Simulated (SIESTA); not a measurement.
The system is InSb3.

```
Sb In
1.0
     4.80637    0.00000    0.00000
     0.00000    4.80637    0.00000
     0.00000    0.00000    4.80637
Sb In
3 1
Direct
  0.50000 0.50000 0.00000
  0.00000 0.50000 0.50000
  0.50000 0.00000 0.50000
  0.00000 0.00000 0.00000
```

The cell comes from a database or a generator and needn't be the stable form of this composition.

* Program: SIESTA 5.4.2
* Task: single point
* Functional: PBEsol
* Potentials or basis: PseudoDojo 0.4 standard (PBEsol files)
* Basis: DZP (energy shift 0.003 Ry; two zetas on semicore shells)
* Grid cutoff: 500 Ry
* Energy shift: 0.003 Ry
* k mesh: 6 × 6 × 6
* Occupations: fermi-dirac, width 0.05 eV
* Spin: no spin polarisation

On this cell: pressure -1.2 GPa; largest force zero by symmetry; band gap on the k mesh none (metal or under the smearing width).

The same run follows on a disturbed copy (atoms moved at random, drawn with an rms of 0.05 Å):

```
Sb In
1.0
     4.80637    0.00000    0.00000
     0.00000    4.80637    0.00000
     0.00000    0.00000    4.80637
Sb In
3 1
Direct
  0.51050 0.48869 0.99375
  0.00030 0.50846 0.50419
  0.50096 0.99871 0.50049
  0.99574 0.99724 0.00411
```

Task: What does the disturbed cell give?

Result: The energy (extrapolated to zero smearing) moves by +0.6 meV/atom; pressure -1.1 GPa; largest force 0.107 eV/Å; band gap on the k mesh none (metal or under the smearing width).

Forces in eV/Å, atoms in the order of the input:
```
Sb  -0.076 -0.010  0.012
Sb   0.053 -0.005 -0.015
Sb  -0.082  0.004 -0.018
In   0.105  0.010  0.020
```

Caveats: the basis of atomic orbitals isn't converged, which shifts pressures, moduli and gaps.
